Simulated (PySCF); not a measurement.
# C6H7ClO3: vibronic structure

What do calculations give for the vibronic structure of C6H7ClO3 (`C[C@H]1CC(Cl)=C(OC=O)O1`)?

Computed with PySCF 2.14.0 and routines of our own; the level stands in each step. Atoms count from 0.

## 1. The system as given

17 atoms, charge 0, multiplicity 1; geometry from: GFN2-xTB.

## 2. Vibronic structure: TDA BHandHLYP/def2-SV(P)

The job: settings as JSON, then the geometry in Å.

```
{"job": {"kind": "vib", "xc": "BHandHLYP", "basis": "def2-SV(P)", "tda": true}, "charge": 0, "multiplicity": 1}
C     -2.017513     0.439399    -0.831510
C     -1.257526     0.457007     0.488630
C     -0.825242    -0.956167     0.940374
C      0.666117    -0.870502     0.778717
Cl     1.722861    -2.189307     1.032405
C      0.999451     0.374521     0.437338
O      2.236244     0.916107     0.205917
C      2.906145     0.500826    -0.877527
O      2.530366    -0.281256    -1.690386
O     -0.049254     1.225382     0.320043
H     -1.425749    -0.066364    -1.590527
H     -2.208309     1.457177    -1.160835
H     -2.964237    -0.078583    -0.706973
H     -1.845780     0.972227     1.254648
H     -1.253835    -1.730274     0.302774
H     -1.100823    -1.173091     1.974096
H      3.880085     1.014928    -0.887094
```

Method: TDA BHandHLYP/def2-SV(P) vertical-gradient vibronic structure (displaced harmonic oscillators, Condon), gas phase.

Started as:

```
$ OMP_NUM_THREADS=1 python excited_run.py task.json out
```

This one command runs all jobs of the session in turn.

Output:

```text
final grid: 70240 points
cycle   1  E = -917.7222075175  dE =  2.202e+00  |g| = 9.923e-01  |ddm| = 4.541e+00
cycle   2  E = -917.5957435038  dE =  1.265e-01  |g| = 1.324e+00  |ddm| = 1.763e+00
cycle   3  E = -917.9217256435  dE = -3.260e-01  |g| = 1.716e-01  |ddm| = 1.089e+00
cycle   4  E = -917.9264211190  dE = -4.695e-03  |g| = 8.114e-02  |ddm| = 1.923e-01
cycle   5  E = -917.9276124671  dE = -1.191e-03  |g| = 1.379e-02  |ddm| = 7.037e-02
cycle   6  E = -917.9276519306  dE = -3.946e-05  |g| = 6.967e-03  |ddm| = 2.019e-02
cycle   7  E = -917.9276638517  dE = -1.192e-05  |g| = 1.573e-03  |ddm| = 9.150e-03
cycle   8  E = -917.9276646343  dE = -7.826e-07  |g| = 6.535e-04  |ddm| = 2.768e-03
cycle   9  E = -917.9276647562  dE = -1.219e-07  |g| = 1.655e-04  |ddm| = 9.538e-04
cycle  10  E = -917.9276647631  dE = -6.844e-09  |g| = 7.652e-05  |ddm| = 2.817e-04
cycle  11  E = -917.9276647643  dE = -1.214e-09  |g| = 1.729e-05  |ddm| = 8.856e-05
cycle  12  E = -917.9276647644  dE = -6.685e-11  |g| = 5.242e-06  |ddm| = 2.511e-05
converged SCF energy = -917.9276647644

Singlet excitations (eV, f): 6.113 (0.0404)  6.153 (0.0067)  6.838 (0.0554)  7.127 (0.2301)  7.766 (0.0420)  8.335 (0.0025)

State S1  6.1133 eV  f = 0.04036  H->L 0.73, H-2->L 0.17
  relaxed dipole 8.431 D, largest gradient of the excitation energy 0.1091 Eh/bohr
  mode    cm-1        S   lambda/meV  Raman
   38   1803.3    1.4308     319.9   1.000
   24   1099.3    2.2521     307.0   0.585
    3     96.5   22.4353     268.4   0.045
   37   1708.7    0.8298     175.8   0.521
    7    258.8    3.9122     125.5   0.056
    8    296.0    1.6904      62.0   0.032
   28   1214.0    0.2986      44.9   0.095
   12    514.2    0.6188      39.5   0.035
    2     52.3    3.3762      21.9   0.002
   26   1139.9    0.1373      19.4   0.038
    9    327.7    0.2269       9.2   0.005
   39   2852.7    0.0259       9.2   0.045
  reorganisation energy 1.4704 eV, total S 38.265, 0-0 4.6429 eV

State S3  6.8379 eV  f = 0.05542  H->L+2 0.26, H->L+3 0.25, H->L+4 0.20
  relaxed dipole 2.027 D, largest gradient of the excitation energy 0.0995 Eh/bohr
  mode    cm-1        S   lambda/meV  Raman
   10    403.8    3.4804     174.3   0.492
    9    327.7    4.1822     169.9   0.389
   26   1139.9    0.8882     125.5   1.000
    5    185.4    4.7837     110.0   0.143
   15    727.8    0.8556      77.2   0.393
   11    426.7    1.3333      70.5   0.210
   12    514.2    1.0946      69.8   0.251
   24   1099.3    0.4776      65.1   0.500
   21   1007.5    0.5065      63.3   0.445
   13    535.5    0.8477      56.3   0.211
   14    599.6    0.6865      51.0   0.214
   29   1263.9    0.2579      40.4   0.357
  reorganisation energy 1.2591 eV, total S 25.686, 0-0 5.5789 eV

State S4  7.1269 eV  f = 0.23012  H->L+1 0.73, H->L+4 0.08
  relaxed dipole 3.043 D, largest gradient of the excitation energy 0.1322 Eh/bohr
  mode    cm-1        S   lambda/meV  Raman
   37   1708.7    1.3452     285.0   1.000
    3     96.5    7.5593      90.4   0.018
    8    296.0    2.4079      88.4   0.054
   14    599.6    0.8321      61.9   0.076
   11    426.7    1.1680      61.8   0.054
    4    150.7    2.2756      42.5   0.013
    9    327.7    0.8682      35.3   0.024
   12    514.2    0.5119      32.6   0.034
   29   1263.9    0.2004      31.4   0.082
   13    535.5    0.4531      30.1   0.033
   10    403.8    0.5104      25.6   0.021
    2     52.3    3.5809      23.2   0.002
  reorganisation energy 0.9660 eV, total S 24.350, 0-0 6.1609 eV

State T1  3.9550 eV  f = 0.00000  H->L+1 0.59, H->L 0.26
  relaxed dipole 2.629 D, largest gradient of the excitation energy 0.1876 Eh/bohr
  mode    cm-1        S   lambda/meV  Raman
   37   1708.7    3.7402     792.3   1.000
   14    599.6    0.7758      57.7   0.026
   15    727.8    0.2281      20.6   0.011
   24   1099.3    0.1425      19.4   0.016
   21   1007.5    0.1429      17.9   0.013
    7    258.8    0.4853      15.6   0.003
   38   1803.3    0.0594      13.3   0.018
   11    426.7    0.2477      13.1   0.004
   13    535.5    0.1741      11.6   0.005
    3     96.5    0.9146      10.9   0.001
   29   1263.9    0.0568       8.9   0.008
   30   1286.9    0.0431       6.9   0.007
  reorganisation energy 1.0298 eV, total S 8.432, 0-0 2.9252 eV
  absorption maximum 3.862 eV, width 1.054 eV
```

It took 37 s on 1 thread of Intel Xeon 6975P-C, shared host; peak memory 0.88 GiB.

The fields below are evaluated on a grid from the run's orbitals.

Frontier orbitals at BHandHLYP/def2-SV(P), with the share of their density that lies nearest to each atom:

```
orbital  energy (eV)                    lies on
   HOMO        -7.34  C3 30 %; C5 20 %; O9 18 %
   LUMO         1.12  C7 40 %; O8 25 %; H16 9 %
```

ELF in a plane through or near 5 of the atoms.

Ten even steps from ' ' (0.00) to '@' (1.00):
```
                                                        
                                                        
                                                        
                                  ..::                  
                                **@@@@@@::              
                                ##@@@@@@==              
      ..##%%**==--..            **@@@@%%::              
      ++@@@@@@**==--      ::..  ==**##++--..            
      **@@@@@@**..==  ..::::..::##**++##%%##..          
      ..**%%##::++==::++**::  --**%%====##++..          
        ..::------..::##%%==  **##++..  ..              
                    ..##**==##==##**                    
                ..::--++::--@@==::++..                  
              --**##**####++##++%%##::                  
              ++%%@@####**..  **@@%%==                  
              ==##%%@@%%##..  --####::                  
              ..==**%%%%##::    ....                    
                  ::====--                              
                                                        
                                                        
```
The map spans 13.2 Å across and 10.1 Å up, centred on the molecule. Atoms in the plane (x, y in Å): C2 (0.9, -1.3), C3 (-0.6, -1.2), C7 (-3.0, 0.7), H11 (2.0, 2.0), H16 (-4.0, 1.0).

On the surface of density 0.002 e/bohr³ the electrostatic potential runs, from the 1st to the 99th percentile, from -1.55 V near O8 to 1.21 V near H16.

## 3. Vibronic structure: TDA wB97X/6-31G

Settings changed since step 2:

```diff
@@ -1,2 +1,2 @@
-{"job": {"kind": "vib", "xc": "BHandHLYP", "basis": "def2-SV(P)", "tda": true}, "charge": 0, "multiplicity": 1}
+{"job": {"kind": "vib", "xc": "wB97X", "basis": "6-31G", "tda": true, "temperature": 0, "fwhm_ev": 0.15, "grid": 2}, "charge": 0, "multiplicity": 1}
 C     -2.017513     0.439399    -0.831510
```

Level: TDA wB97X/6-31G vertical-gradient vibronic structure (displaced harmonic oscillators, Condon), gas phase.

Output:

```text
coarse grid: 15744 points
cycle   1  E = -918.1977172987  dE =  2.620e+00  |g| = 1.055e+00  |ddm| = 4.258e+00
cycle   2  E = -918.1008250586  dE =  9.689e-02  |g| = 1.392e+00  |ddm| = 2.276e+00
cycle   3  E = -918.4566829140  dE = -3.559e-01  |g| = 1.713e-01  |ddm| = 1.189e+00
cycle   4  E = -918.4615765767  dE = -4.894e-03  |g| = 7.509e-02  |ddm| = 1.883e-01
cycle   5  E = -918.4626382341  dE = -1.062e-03  |g| = 1.554e-02  |ddm| = 8.027e-02
cycle   6  E = -918.4627003435  dE = -6.211e-05  |g| = 5.971e-03  |ddm| = 2.390e-02
cycle   7  E = -918.4627105955  dE = -1.025e-05  |g| = 1.960e-03  |ddm| = 1.160e-02
cycle   8  E = -918.4627117513  dE = -1.156e-06  |g| = 5.616e-04  |ddm| = 3.685e-03
final grid: 150224 points
cycle   9  E = -918.3703555992  dE = -7.977e-05  |g| = 5.710e-03  |ddm| = 3.442e-02
cycle  10  E = -918.3703602501  dE = -4.651e-06  |g| = 4.495e-03  |ddm| = 1.267e-02
cycle  11  E = -918.3703644609  dE = -4.211e-06  |g| = 1.056e-03  |ddm| = 4.965e-03
cycle  12  E = -918.3703646534  dE = -1.925e-07  |g| = 4.651e-04  |ddm| = 1.358e-03
cycle  13  E = -918.3703647054  dE = -5.201e-08  |g| = 1.498e-04  |ddm| = 5.797e-04
cycle  14  E = -918.3703647103  dE = -4.904e-09  |g| = 3.124e-05  |ddm| = 1.707e-04
cycle  15  E = -918.3703647108  dE = -4.570e-10  |g| = 1.441e-05  |ddm| = 8.530e-05
converged SCF energy = -918.3703647108

Singlet excitations (eV, f): 5.785 (0.0015)  6.115 (0.0401)  6.670 (0.0204)  7.130 (0.3043)  8.115 (0.0057)  8.450 (0.0147)

State S1  5.7852 eV  f = 0.00149  H-1->L 0.88
  relaxed dipole 2.312 D, largest gradient of the excitation energy 0.1210 Eh/bohr
  mode    cm-1        S   lambda/meV  Raman
   38   1803.3    2.1619     483.4   1.000
   24   1099.3    0.4053      55.2   0.070
   32   1339.1    0.1011      16.8   0.026
   21   1007.5    0.0956      11.9   0.014
   39   2852.7    0.0264       9.3   0.031
   16    801.8    0.0277       2.8   0.003
   26   1139.9    0.0171       2.4   0.003
   20    950.1    0.0181       2.1   0.002
    7    258.8    0.0642       2.1   0.001
    3     96.5    0.1572       1.9   0.000
   22   1065.6    0.0135       1.8   0.002
    2     52.3    0.2711       1.8   0.000
  reorganisation energy 0.5980 eV, total S 3.442, 0-0 5.1872 eV
  absorption maximum 5.635 eV, width 0.792 eV

State S2  6.1151 eV  f = 0.04012  H->L 0.90
  relaxed dipole 10.337 D, largest gradient of the excitation energy 0.1088 Eh/bohr
  mode    cm-1        S   lambda/meV  Raman
   24   1099.3    3.0396     414.3   1.000
    3     96.5   21.2938     254.7   0.054
   37   1708.7    1.0742     227.6   0.854
   38   1803.3    0.6933     155.0   0.614
    7    258.8    3.4412     110.4   0.063
   28   1214.0    0.5901      88.8   0.237
    8    296.0    0.6794      24.9   0.016
   26   1139.9    0.1557      22.0   0.055
   12    514.2    0.2663      17.0   0.019
   30   1286.9    0.0813      13.0   0.037
   13    535.5    0.1524      10.1   0.012
   22   1065.6    0.0751       9.9   0.023
  reorganisation energy 1.4298 eV, total S 33.688, 0-0 4.6854 eV

State S4  7.1300 eV  f = 0.30434  H->L+1 0.89
  relaxed dipole 3.484 D, largest gradient of the excitation energy 0.1251 Eh/bohr
  mode    cm-1        S   lambda/meV  Raman
   37   1708.7    1.6049     340.0   1.000
   11    426.7    1.0998      58.2   0.043
   14    599.6    0.6960      51.7   0.053
    9    327.7    0.7225      29.4   0.017
   29   1263.9    0.1718      26.9   0.059
   13    535.5    0.3807      25.3   0.023
   30   1286.9    0.1089      17.4   0.038
   22   1065.6    0.1235      16.3   0.030
    3     96.5    0.9136      10.9   0.002
   28   1214.0    0.0674      10.1   0.021
   15    727.8    0.0970       8.8   0.011
   34   1462.9    0.0425       7.7   0.019
  reorganisation energy 0.6542 eV, total S 6.563, 0-0 6.4758 eV
  absorption maximum 7.044 eV, width 0.768 eV

State T1  4.0291 eV  f = 0.00000  H->L+1 0.72, H->L 0.21
  relaxed dipole 3.090 D, largest gradient of the excitation energy 0.1800 Eh/bohr
  mode    cm-1        S   lambda/meV  Raman
   37   1708.7    3.4629     733.6   1.000
   14    599.6    0.6289      46.8   0.022
   15    727.8    0.2244      20.3   0.012
   21   1007.5    0.1008      12.6   0.010
    7    258.8    0.3812      12.2   0.003
   24   1099.3    0.0889      12.1   0.011
   38   1803.3    0.0489      10.9   0.016
   29   1263.9    0.0651      10.2   0.010
   30   1286.9    0.0452       7.2   0.007
    3     96.5    0.5371       6.4   0.000
   11    426.7    0.1211       6.4   0.002
   13    535.5    0.0887       5.9   0.003
  reorganisation energy 0.9192 eV, total S 6.526, 0-0 3.1100 eV
  absorption maximum 3.998 eV, width 0.992 eV
```

It took 40 s on 1 thread of Intel Xeon 6975P-C, shared host; peak memory 0.92 GiB.

## 4. Summary of results

| quantity | value |
| --- | --- |
| S1: vertical, reorganisation, 0-0, total S (step 2, TDA BHandHLYP/def2-SV(P), modes from GFN2-xTB) | 6.11, 1.47, 4.64 eV; 38.3 |
| S3: vertical, reorganisation, 0-0, total S (step 2, TDA BHandHLYP/def2-SV(P), modes from GFN2-xTB) | 6.84, 1.26, 5.58 eV; 25.7 |
| S4: vertical, reorganisation, 0-0, total S (step 2, TDA BHandHLYP/def2-SV(P), modes from GFN2-xTB) | 7.13, 0.97, 6.16 eV; 24.4 |
| surface potential, 1st and 99th percentile | -1.55 V and 1.21 V |
| S1: vertical, reorganisation, 0-0, total S (step 3, TDA wB97X/6-31G, modes from GFN2-xTB) | 5.79, 0.60, 5.19 eV; 3.4 |
| S2: vertical, reorganisation, 0-0, total S (step 3, TDA wB97X/6-31G, modes from GFN2-xTB) | 6.12, 1.43, 4.69 eV; 33.7 |
| S4: vertical, reorganisation, 0-0, total S (step 3, TDA wB97X/6-31G, modes from GFN2-xTB) | 7.13, 0.65, 6.48 eV; 6.6 |

What this shows: Some states lie very close; unless symmetry makes them partners, their order is unsure. In steps 2, 3 the harmonic model is doubtful. Where the total S runs above about 15, the geometry moves far on excitation and the harmonic model is stretched, so its 0-0 value is in doubt. The vibronic model keeps the ground-state modes (from xTB) and shifts them along the gradient alone, so it can miss much of the relaxation that a full optimisation finds.
